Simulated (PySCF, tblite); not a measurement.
**C4H12NPSi: geometry, infrared bands and NMR shifts**

Aim: predict the infrared bands and NMR shifts of C4H12NPSi (`CC(C)/C=N/[SiH2]P`).

The runs use tblite 0.8.0 and PySCF 2.14.0, with density-fitted response routines of our own; the level of theory stands in each step. All values are computed, except where a source is named. Atoms count from 0, in the outputs and in this text.

## Step 1: The molecule as given

19 atoms, charge 0, multiplicity 1; geometry from: force field or distance geometry start.

Bonds of the start (Å): C0–C1 1.52, C1–C2 1.49, C1–C3 1.49, C3–N4 1.30, N4–Si5 1.79, Si5–P6 2.22, C0–H7 1.12, C0–H8 1.12, C0–H9 1.11, C1–H10 1.12, C2–H11 1.10, C2–H12 1.13, C2–H13 1.13, C3–H14 1.11, Si5–H15 1.47, Si5–H16 1.47, P6–H17 1.42, P6–H18 1.45.

## Step 2: Relaxing the molecule with GFN2-xTB

What the job is given:

```
{"job": {"kind": "relax", "xc": "GFN2-xTB", "basis": "xTB"}, "charge": 0, "multiplicity": 1}
C     -1.624400     1.197100    -1.077000
C     -1.423900    -0.233600    -0.599300
C     -2.546400    -0.749400     0.226400
C     -0.103400    -0.212800     0.099900
N      0.859300    -0.953900    -0.367900
Si     2.429200    -0.912700     0.481800
P      3.625200     0.802200    -0.270600
H     -1.668100     1.881300    -0.189300
H     -0.690900     1.406500    -1.662100
H     -2.547800     1.256700    -1.695400
H     -1.373400    -0.857000    -1.525800
H     -2.299100    -1.091100     1.241300
H     -3.129500    -1.541400    -0.325200
H     -3.318800     0.077400     0.306300
H      0.067400     0.396400     1.011100
H      3.171700    -2.134200     0.141400
H      2.171800    -0.808100     1.926600
H      3.364800     2.014600     0.429500
H      5.026500     0.471400    -0.143800
```

The run is started by

```console
OMP_NUM_THREADS=1 python probes_run.py task.json out
```

The driver reads the jobs from task.json and runs them one after another.

**Question.** This job is followed by: GFN2-xTB harmonic vibrations, gas phase; GIAO PBE0/pcSseg-1 NMR shielding, non-relativistic, gas phase. What will the session give for the following? strongest single infrared mode (GFN2-xTB); zero-point energy (GFN2-xTB); 13C shifts against TMS (PBE0/pcSseg-1, means over atoms taken as alike); 1H shifts against TMS (PBE0/pcSseg-1, means over atoms taken as alike); 15N shifts against NH3 (PBE0/pcSseg-1); 29Si shifts against TMS (PBE0/pcSseg-1); 31P shifts against H3PO4 (PBE0/pcSseg-1); surface potential, 1st and 99th percentile.

As calculated:

| quantity | value |
| --- | --- |
| strongest single infrared mode (GFN2-xTB) | 2140 cm⁻¹, 294 km/mol |
| zero-point energy (GFN2-xTB) | 92.3 kcal/mol |
| 13C shifts against TMS (PBE0/pcSseg-1, means over atoms taken as alike) | 189.2, 46.0, 20.7 ppm |
| 1H shifts against TMS (PBE0/pcSseg-1, means over atoms taken as alike) | 8.43, 5.56, 2.34, 1.09, 0.95 ppm |
| 15N shifts against NH3 (PBE0/pcSseg-1) | 367.2 ppm |
| 29Si shifts against TMS (PBE0/pcSseg-1) | -44.1 ppm |
| 31P shifts against H3PO4 (PBE0/pcSseg-1) | -293.2 ppm |
| surface potential, 1st and 99th percentile | -1.39 V and 0.91 V |

Over 109 steps the energy fell by 1.243 eV; of the close pairs, N4–Si5 changed most, 1.786 to 1.707 Å. All 51 modes are real, so the xTB geometry is a minimum. The strongest single mode, at 2140 cm⁻¹, moves mainly H16. Unscaled tight-binding wavenumbers are off by several per cent, some by more. Its intensities can rank the bands wrongly. At PBE0/pcSseg-1: The widest tensor belongs to N4: span 679 ppm, with a paramagnetic part of -429 ppm. At PBE0/pcSseg-1, counted by nearest atom on the grid, the HOMO lies on N4 60 %; H14 10 %, the LUMO on C3 36 %; N4 27 %.
